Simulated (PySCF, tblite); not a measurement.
# C5H11BO: geometry, infrared bands and NMR shifts

What infrared bands and NMR shifts should C5H11BO (`C=CC[O+]1[BH2-]CC1`) show?

The runs use tblite 0.8.0 and PySCF 2.14.0, with density-fitted response routines of our own; the level of theory stands in each step. All values are computed, except where a source is named. Atoms are numbered from 0 throughout.

### Step 1. Starting geometry

18 atoms, charge 0, multiplicity 1; geometry from: force field or distance geometry start.

Bonds of the start (Å): C0–C1 1.33, C1–C2 1.52, C2–O3 1.39, O3–B4 1.47, B4–C5 1.59, C5–C6 1.52, C6–O3 1.38, C0–H7 1.10, C0–H8 1.08, C1–H9 1.06, C2–H10 1.10, C2–H11 1.11, B4–H12 1.17, B4–H13 1.22, C5–H14 1.10, C5–H15 1.11, C6–H16 1.11, C6–H17 1.11.

### Step 2. Geometry optimisation with GFN2-xTB

The job: settings as JSON, then the geometry in Å.

```
{"job": {"kind": "relax", "xc": "GFN2-xTB", "basis": "xTB"}, "charge": 0, "multiplicity": 1}
C     -2.642000     0.301500     0.137300
C     -1.872800    -0.286800    -0.778400
C     -0.637600    -1.000600    -0.247600
O      0.441800    -0.375100    -0.858600
B      1.753900    -0.767700    -0.325000
C      2.043200     0.789400    -0.157900
C      0.606000     0.971200    -0.609200
H     -2.330600     0.234200     1.195200
H     -3.532300     0.820800    -0.173800
H     -2.081800    -0.282500    -1.813600
H     -0.588900    -0.935300     0.844600
H     -0.774900    -2.066600    -0.541100
H      1.803300    -1.444000     0.624600
H      2.414500    -1.168300    -1.266700
H      2.154100     1.144900     0.881400
H      2.792200     1.183500    -0.880800
H      0.519500     1.604600    -1.513900
H     -0.076200     1.283000     0.206900
```

Run with:

```console
$ OMP_NUM_THREADS=1 python probes_run.py task.json out
```

The driver reads the jobs from task.json and runs them one after another.

**Question.** This job is followed by: GFN2-xTB harmonic vibrations, gas phase; GIAO PBE0/pcSseg-1 NMR shielding, non-relativistic, gas phase. What will the session give for the following? strongest single infrared mode (GFN2-xTB); zero-point energy (GFN2-xTB); 13C shifts against TMS (PBE0/pcSseg-1); 1H shifts against TMS (PBE0/pcSseg-1, means over atoms taken as alike); 17O shifts against H2O (PBE0/pcSseg-1); 11B shifts against BF3·OEt2 (PBE0/pcSseg-1); surface potential, 1st and 99th percentile.

As calculated:

| quantity | value |
| --- | --- |
| strongest single infrared mode (GFN2-xTB) | 2556 cm⁻¹, 195 km/mol |
| zero-point energy (GFN2-xTB) | 94.5 kcal/mol |
| 13C shifts against TMS (PBE0/pcSseg-1) | 142.4, 128.4, 83.3, 82.9, 9.6 ppm |
| 1H shifts against TMS (PBE0/pcSseg-1, means over atoms taken as alike) | 6.14, 5.69, 5.63, 4.64, 4.30, 4.02, 1.25 ppm |
| 17O shifts against H2O (PBE0/pcSseg-1) | 28.8 ppm |
| 11B shifts against BF3·OEt2 (PBE0/pcSseg-1) | 11.9 ppm |
| surface potential, 1st and 99th percentile | -1.14 V and 1.14 V |

**Reading.** Relaxing lowered the energy by 0.894 eV in 102 steps; the close pair that moved most is O3–B4, from 1.470 to 1.683 Å. No mode is imaginary among the 48: a minimum at this level. The strongest single mode, at 2556 cm⁻¹, moves mainly H13. Unscaled tight-binding wavenumbers are off by several per cent, some by more. Its intensities can rank the bands wrongly. C1 (alkene CH) lies farthest downfield among carbon, at 142.4 ppm; the olefinic region. The most deshielded hydrogen is H9 (hydrogen on an alkene CH), at 6.14 ppm: olefinic region. By nearest atom (PBE0/pcSseg-1), the HOMO sits on C5 28 %; H13 24 % and the LUMO on C0, C1 about 29 % each; H7, H8 about 9 % each.
